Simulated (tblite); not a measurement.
# H34Si22: the cost of one run

Programs: tblite 0.8.0 and PySCF 2.14.0, with routines of our own; each step states its level. All values are computed. Atoms count from 0.

## (1) The system as given

56 atoms, charge 0, multiplicity 1; geometry from: force field, distance geometry or constructed start.

## (2) Optimising the geometry with GFN2-xTB

What the job is given:

```
{"job": {"kind": "relax", "xc": "GFN2-xTB", "basis": "xTB"}, "charge": 0, "multiplicity": 1}
Si    -0.959500     2.782100    -0.376600
Si    -2.896300     3.900000     0.368100
Si    -4.816600     2.781600    -0.374000
Si    -4.822500     0.561200     0.368800
Si    -2.894100    -0.558000    -0.371600
Si    -0.967700     0.556300     0.372400
Si     6.750700     2.785600    -0.378300
Si     4.825200     3.900100     0.376500
Si     2.895800     2.781800    -0.375400
Si     2.890300     0.556000     0.376600
Si     4.819700    -0.558000    -0.377100
Si     6.748100     0.554800     0.375000
Si    -6.754000    -0.556100    -0.370000
Si    -6.748400    -2.784500     0.372300
Si    -4.824000    -3.892300    -0.374800
Si    -2.895000    -2.783300     0.381300
Si     0.964800     3.899300     0.375900
Si     0.963300    -0.560200    -0.376000
Si     0.963800    -2.782100     0.377500
Si     2.895900    -3.896500    -0.372300
Si     4.819500    -2.780100     0.376500
Si    -0.965300    -3.895900    -0.375200
H     -0.961000     2.788500    -1.808400
H     -2.897300     3.893100     1.813500
H     -2.892600     5.258700    -0.101100
H     -4.827900     2.783000    -1.812500
H     -5.997800     3.465500     0.101300
H     -4.822400     0.557400     1.816200
H     -2.892500    -0.556400    -1.817000
H     -0.963300     0.557200     1.818400
H      6.754200     2.784500    -1.816100
H      7.925300     3.464500     0.102200
H      4.820800     3.897500     1.813100
H      4.823900     5.254800    -0.098300
H      2.894300     2.785700    -1.818300
H      2.893600     0.559000     1.812100
H      4.821000    -0.556700    -1.819100
H      6.751500     0.559300     1.812400
H      7.928300    -0.126500    -0.102100
H     -6.755400    -0.553400    -1.813800
H     -7.927300     0.120300     0.105800
H     -6.744700    -2.789500     1.818700
H     -7.922300    -3.462200    -0.105600
H     -4.819200    -3.897900    -1.816800
H     -4.825500    -5.254400     0.104400
H     -2.895000    -2.782300     1.811600
H      0.966800     3.897500     1.814400
H      0.964100     5.258700    -0.099700
H      0.966000    -0.556400    -1.814800
H      0.966300    -2.783200     1.817000
H      2.892200    -3.904700    -1.811900
H      2.899700    -5.254800     0.101700
H      4.821400    -2.784300     1.815100
H      5.995100    -3.464800    -0.105000
H     -0.963700    -3.898300    -1.813500
H     -0.964900    -5.253100     0.102600
```

Launch:

```
> OMP_NUM_THREADS=2 python large_run.py task.json out
```

The driver reads the jobs from task.json and runs them one after another.

**Question.** How long does this first job take on 2 threads of Arm Neoverse N1, shared host, and how much memory does it need?

About 10 s, with a peak of 0.17 GiB.
